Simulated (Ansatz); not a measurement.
**Alloy of Si and C (2 of 64 Si sites exchanged), 64 atoms**

How does this alloy cell relax, and what gap do PBEsol and HSE06 give?

Method: density functional theory in Ansatz 0.2.0, PAW datasets, plane waves.

## 1. The starting cell

64 atoms (62 Si, 2 C); a = 10.753 Å, b = 10.753 Å, c = 10.753 Å, α = 90.00°, β = 90.00°, γ = 90.00°. All atoms were shaken off their sites by about 0.02 Å along each axis.

Plan of the steps: (2) PBEsol cell relaxation at the single k point (½, ½, ½), on 7 threads of Arm Neoverse-V2; (3) HSE06 single point at the Γ point alone, on 7 threads of Arm Neoverse-V2.

## 2. Relaxing cell and atoms with PBEsol

in.yaml

```yaml
crystal:
  lattice:
    - [10.752840, 0.000000, 0.000000]
    - [0.000000, 10.752840, 0.000000]
    - [0.000000, 0.000000, 10.752840]
  atoms:
    - { symbol: Si, position: [0.000546, 0.999395, 0.000934] }
    - { symbol: Si, position: [0.999018, 0.998052, 0.497756] }
    - { symbol: Si, position: [0.001932, 0.502289, 0.997113] }
    - { symbol: Si, position: [0.000938, 0.503100, 0.497723] }
    - { symbol: Si, position: [0.500463, 0.998636, 0.001840] }
    - { symbol: Si, position: [0.501713, 0.999695, 0.500028] }
    - { symbol: Si, position: [0.497957, 0.501396, 0.002027] }
    - { symbol: Si, position: [0.498356, 0.499368, 0.501861] }
    - { symbol: Si, position: [0.127277, 0.126838, 0.123823] }
    - { symbol: Si, position: [0.126153, 0.123538, 0.625684] }
    - { symbol: Si, position: [0.123670, 0.624426, 0.126170] }
    - { symbol: Si, position: [0.624523, 0.121784, 0.126735] }
    - { symbol: Si, position: [0.625760, 0.123978, 0.626495] }
    - { symbol: Si, position: [0.624647, 0.621317, 0.625712] }
    - { symbol: Si, position: [0.247897, 0.250282, 0.997370] }
    - { symbol: Si, position: [0.250991, 0.249621, 0.497317] }
    - { symbol: Si, position: [0.252099, 0.747904, 0.999196] }
    - { symbol: Si, position: [0.248171, 0.750592, 0.502192] }
    - { symbol: Si, position: [0.751776, 0.246256, 0.003022] }
    - { symbol: Si, position: [0.752169, 0.251619, 0.498052] }
    - { symbol: Si, position: [0.752719, 0.750106, 0.999258] }
    - { symbol: Si, position: [0.747324, 0.749743, 0.500473] }
    - { symbol: Si, position: [0.370709, 0.376319, 0.123282] }
    - { symbol: Si, position: [0.374895, 0.374198, 0.623024] }
    - { symbol: Si, position: [0.375011, 0.875664, 0.123066] }
    - { symbol: Si, position: [0.372813, 0.875134, 0.623087] }
    - { symbol: Si, position: [0.875792, 0.373618, 0.128669] }
    - { symbol: Si, position: [0.875774, 0.374032, 0.624849] }
    - { symbol: Si, position: [0.875683, 0.873729, 0.124358] }
    - { symbol: Si, position: [0.874502, 0.873993, 0.622888] }
    - { symbol: Si, position: [0.252700, 0.001802, 0.247704] }
    - { symbol: Si, position: [0.249873, 0.998433, 0.746875] }
    - { symbol: Si, position: [0.248968, 0.503268, 0.248671] }
    - { symbol: Si, position: [0.252749, 0.500441, 0.752217] }
    - { symbol: Si, position: [0.751242, 0.999700, 0.253417] }
    - { symbol: Si, position: [0.749152, 0.001888, 0.748405] }
    - { symbol: Si, position: [0.751207, 0.502205, 0.249691] }
    - { symbol: Si, position: [0.749681, 0.500953, 0.748427] }
    - { symbol: Si, position: [0.376243, 0.121878, 0.373710] }
    - { symbol: Si, position: [0.373486, 0.124145, 0.871309] }
    - { symbol: Si, position: [0.379033, 0.624514, 0.373588] }
    - { symbol: Si, position: [0.375534, 0.624424, 0.876009] }
    - { symbol: Si, position: [0.877192, 0.125995, 0.375520] }
    - { symbol: Si, position: [0.876858, 0.124254, 0.877768] }
    - { symbol: Si, position: [0.872859, 0.623592, 0.376493] }
    - { symbol: Si, position: [0.874783, 0.626401, 0.877183] }
    - { symbol: Si, position: [0.997479, 0.249375, 0.248271] }
    - { symbol: Si, position: [0.002349, 0.249380, 0.750909] }
    - { symbol: Si, position: [0.000542, 0.750740, 0.250754] }
    - { symbol: Si, position: [0.000300, 0.750828, 0.748868] }
    - { symbol: Si, position: [0.496406, 0.254541, 0.252114] }
    - { symbol: Si, position: [0.501132, 0.250360, 0.750599] }
    - { symbol: Si, position: [0.502345, 0.748703, 0.250052] }
    - { symbol: Si, position: [0.498176, 0.751682, 0.749407] }
    - { symbol: Si, position: [0.128141, 0.379083, 0.379545] }
    - { symbol: Si, position: [0.123768, 0.374468, 0.876453] }
    - { symbol: Si, position: [0.125197, 0.877016, 0.374539] }
    - { symbol: Si, position: [0.123818, 0.877977, 0.876994] }
    - { symbol: Si, position: [0.622115, 0.375250, 0.374853] }
    - { symbol: Si, position: [0.624978, 0.373105, 0.877705] }
    - { symbol: Si, position: [0.624238, 0.875001, 0.377813] }
    - { symbol: Si, position: [0.624283, 0.876329, 0.877453] }
    - { symbol: C, position: [0.127430, 0.627154, 0.623603] }
    - { symbol: C, position: [0.623941, 0.621901, 0.122172] }
kpoints:
  mp_grid: { grid: [1, 1, 1], shift: [0.5, 0.5, 0.5] }
hamiltonian:
  xc: pbesol
scf:
  occupations: { method: fermi_dirac, width: 0.01 }
relax:
  f_tol: 0.03
  max_steps: 80
  escape_saddle: false
  adjacent_minimum: "off"
  cell: { fix: [shape] }
output:
  forces: true
  eigenvalues: true
  populations: true
```

Launch:

```bash
$ ansatz run in.yaml --threads 7 --pin off --max-ram 13300MiB --runs-dir r --events-out ev --progress --plain
```

After this run come: Single point with HSE06.

Before running it: what results should come out? Wanted: for each run, top filled to lowest empty.

As calculated:

```
             level                   time   k points  top filled to lowest empty (eV)
PBEsol, relaxation   90 s (7 CPU threads)  (½, ½, ½)                             1.23
             HSE06  5 min (7 CPU threads)          Γ                             0.88
```

| quantity | value |
| --- | --- |
| relaxation | 6 recorded steps, 4.19 eV gained |
| largest shift | 0.34 Å (Si34) |
| relaxed cell | a = 10.747 Å, b = 10.747 Å, c = 10.747 Å, α = 90.00°, β = 90.00°, γ = 90.00° |
| mean bonds | C–Si 2.019, Si–Si 2.351 Å |

**In words.** The relaxation lowers the energy by 4.19 eV; the largest shift is 0.34 Å (Si34), while the volume changes by -0.2 %. The mean lengths of the listed bonds run from C–Si 2.02 Å to Si–Si 2.35 Å. Rows on different k points differ by sampling as well as by level. With one k point the spacing samples only the states that fold onto it, so it can exceed the gap over the zone.
